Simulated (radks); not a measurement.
**Sn⁺ in [Kr] 4d10 5s2 5p0.75 6s0.25: an all-electron calculation**

What are the levels of the tin ion Sn+, how large are its shells, and how does its energy divide?

Program: radks (a radial shooting solver on a logarithmic mesh, Libxc functionals) version 1. Level of theory: Dirac Kohn-Sham, Wu-Cohen GGA, spin-unpolarised, spherical densities, point nucleus; open shells are shared between the two j in proportion to 2j + 1. These are calculated values, not measurements, unless marked.

### Step 1. The atom as given

```
element       : tin (Z = 50)
charge        : +1
electrons     : 49
configuration : [Kr] 4d10 5s2 5p0.75 6s0.25
```

### Step 2. The calculation

Settings of this run:

```text
Z 50
configuration [Kr] 4d10 5s2 5p0.75 6s0.25
relativity Dirac
functional wc,pbe
spin unpolarised
j_filling average
nucleus point
c 137.035999084
```

Command:

```bash
$ python run_ks.py task.json out
```

The same process makes all the runs of this session.

Q: Predict the outcome of this run.

As calculated:

| quantity | value |
| --- | --- |
| total energy | -6177.94314 hartree |
| exchange-correlation share of it | 2.66 % |
| −T/E | 1.0530 |
| highest occupied level | 6s1/2, -4.632 eV |
| most extended occupied level | 6s1/2, <r> = 6.06 bohr |
| radius at density 0.001 e/bohr³ | 4.18 bohr |
| maxima of the radial density | 4 |

6 principal shells are occupied and 4 maxima appear in the radial density; where shells overlap, one shows as a shoulder or not at all. Relativity lifts −T/E to 1.053. This is not the tabulated ground configuration, so its levels and sizes aren't those of the ground state, and no measured value stands beside it.
